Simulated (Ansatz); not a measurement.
# UBHLYP/STO-3G run of SiH2SF (SMILES F[SiH2][S])

Aim: the electronic atomisation energy of SiH2SF at UBHLYP/STO-3G, from 5 runs. 

The results are computed with Ansatz 0.2.0.

### Step 1. The system as given

SiH2SF: 5 atoms, total charge 0, spin state doublet. SMILES: `F[SiH2][S]`. Geometry: relaxed at PBE0-D4/def2-TZVP.

Bond lengths: F1–Si2 1.596 Å, Si2–S3 2.099 Å, Si2–H4 1.482 Å, Si2–H5 1.482 Å. Angles: F1–Si2–S3 114.0°, F1–Si2–H4 107.4°, F1–Si2–H5 107.4°, S3–Si2–H4 107.4°, S3–Si2–H5 107.4°, H4–Si2–H5 113.3°.

### Step 2. The energy at UBHLYP/STO-3G

File job.yaml:

```yaml
crystal:
  periodic: [false, false, false]
  atoms:
    - symbol: F
      position_ang: [-0.324300, -0.023300, 1.585400]
    - symbol: Si
      position_ang: [0.086000, -0.081000, 0.044500]
    - symbol: S
      position_ang: [-1.148000, 1.061300, -1.211000]
    - symbol: H
      position_ang: [-0.023500, -1.493100, -0.391000]
    - symbol: H
      position_ang: [1.459700, 0.462600, -0.069300]
basis:
  gaussian: {orbitals: STO-3G}
magnetization: {spin_polarized: true, initial_magnetization: 1}
hamiltonian: {xc: {name: BHLYP}}
accuracy: high
```

On the command line:

```
$ ansatz run job.yaml --threads 1 --pin off --max-ram 2610MiB --events-out events.jsonl --progress --plain --runs-dir runs
```

Standard output:

```text
Warning: RAYON_NUM_THREADS=1 ignored (pool sized by the plan → 1); use --threads N
Functional definition: BHLYP
  name "BHLYP"
  parameter a = 0.5
  exchange = (1 - a)*b88_x + a*exact_x
  correlation = lyp_c
460 factors; integrals over basis functions are off by at most 2.8e-8 eV
mean field evaluation 1: about -21208.7953 eV, gradient 1.5e1 eV
mean field evaluation 2: about -21210.1859 eV, gradient 8.7e0 eV
mean field evaluation 4: about -21210.7123 eV, gradient 2.4e-1 eV
mean field evaluation 8: about -21210.7213 eV, gradient 3.2e-3 eV
mean field evaluation 16: about -21210.7213 eV, gradient 5.0e-5 eV
mean field -21210.72131064 eV, -779.4796310228 hartree, gradient 3.8e-8 eV, S^2 0.751393; 2 other end points of the search recorded, 0 dependent functions left out
reference -21210.72132823 eV, -779.4796316690 hartree; 21, 20 occupied and 4, 5 virtual orbitals, 460 factors
Total energy: -21210.72132823 eV, -779.4796316690 hartree
```

Run time: 3.3 s. Hardware: 1 thread of Arm Neoverse V2, shared host; peak memory 0.14 GiB.

### Step 3. The F atom, same level

File run.yaml:

```yaml
crystal:
  periodic: [false, false, false]
  atoms:
    - {symbol: F, position_ang: [0.000000, 0.000000, 0.000000]}
basis:
  gaussian:
    orbitals: STO-3G
magnetization:
  spin_polarized: true
  initial_magnetization: 1
hamiltonian:
  xc: {name: BHLYP}
accuracy: high
```

Run the same way, it converges to -98.27228 Eh (log not shown).

### Step 4. The H atom, same level

File molecule.yaml:

```yaml
crystal:
  periodic: [false, false, false]
  atoms:
    - {symbol: H, position_ang: [0.000000, 0.000000, 0.000000]}
basis:
  gaussian:
    orbitals: STO-3G
magnetization:
  spin_polarized: true
  initial_magnetization: 1
hamiltonian:
  xc: {name: BHLYP}
accuracy: high
```

Run the same way, it converges to -0.46466 Eh (log not shown).

### Step 5. The S atom, same level

File input.yaml:

```yaml
crystal:
  periodic: [false, false, false]
  atoms:
    - {symbol: S, position_ang: [0.000000, 0.000000, 0.000000]}
basis:
  gaussian:
    orbitals: STO-3G
total_charge: 0
magnetization:
  spin_polarized: true
  initial_magnetization: 2
hamiltonian:
  xc: {name: BHLYP}
accuracy: high
```

On the command line:

```
$ ansatz run input.yaml --threads 1 --pin off --max-ram 2610MiB --events-out events.jsonl --progress --plain --runs-dir runs
```

Standard output:

```text
Warning: RAYON_NUM_THREADS=1 ignored (pool sized by the plan → 1); use --threads N
Functional definition: BHLYP
  name "BHLYP"
  parameter a = 0.5
  exchange = (1 - a)*b88_x + a*exact_x
  correlation = lyp_c
42 factors; integrals over basis functions are off by at most 2.4e-9 eV
mean field evaluation 1: about -10713.0368 eV, gradient 5.5e-1 eV
mean field evaluation 2: about -10713.0373 eV, gradient 2.1e-2 eV
mean field evaluation 4: about -10713.0379 eV, gradient 5.1e-6 eV
mean field evaluation 8: about -10713.0379 eV, gradient 3.4e-12 eV
mean field -10713.03793329 eV, -393.6968824903 hartree, gradient 3.5e-12 eV, S^2 2.000000; 0 other end points of the search recorded, 0 dependent functions left out
reference -10713.03794417 eV, -393.6968828904 hartree; 9, 7 occupied and 0, 2 virtual orbitals, 42 factors
Total energy: -10713.03794417 eV, -393.6968828904 hartree
```

Run time: 0.3 s. Hardware: 1 thread of Arm Neoverse V2, shared host.

### Step 6. The Si atom at the same level

File molecule.yaml:

```yaml
basis:
  gaussian: {orbitals: STO-3G}
crystal:
  periodic: [false, false, false]
  atoms:
    - symbol: Si
      position_ang: [0.000000, 0.000000, 0.000000]
magnetization: {spin_polarized: true, initial_magnetization: 2}
hamiltonian: {xc: {name: BHLYP}}
accuracy: high
```

Run the same way, it converges to -285.95554 Eh (log not shown).

### Step 7. Results

Level: UBHLYP/STO-3G.

| quantity | value |
| --- | --- |
| molecule: total energy | -779.47963 Eh |
| molecule: ⟨S²⟩ | 0.751 |
| F atom: total energy | -98.27228 Eh |
| F atom: ⟨S²⟩ | 0.750 |
| H atom: total energy | -0.46466 Eh |
| H atom: ⟨S²⟩ | 0.750 |
| S atom: total energy | -393.69688 Eh |
| S atom: ⟨S²⟩ | 2.000 |
| Si atom: total energy | -285.95554 Eh |
| Si atom: ⟨S²⟩ | 2.000 |
| electronic atomisation energy | 17.024 eV |

In words: Taking the molecule apart into free atoms costs 17.02 eV (393 kcal/mol), before zero-point energy and without spin-orbit coupling. In a minimal basis such a difference can be off by several eV, whatever the method.
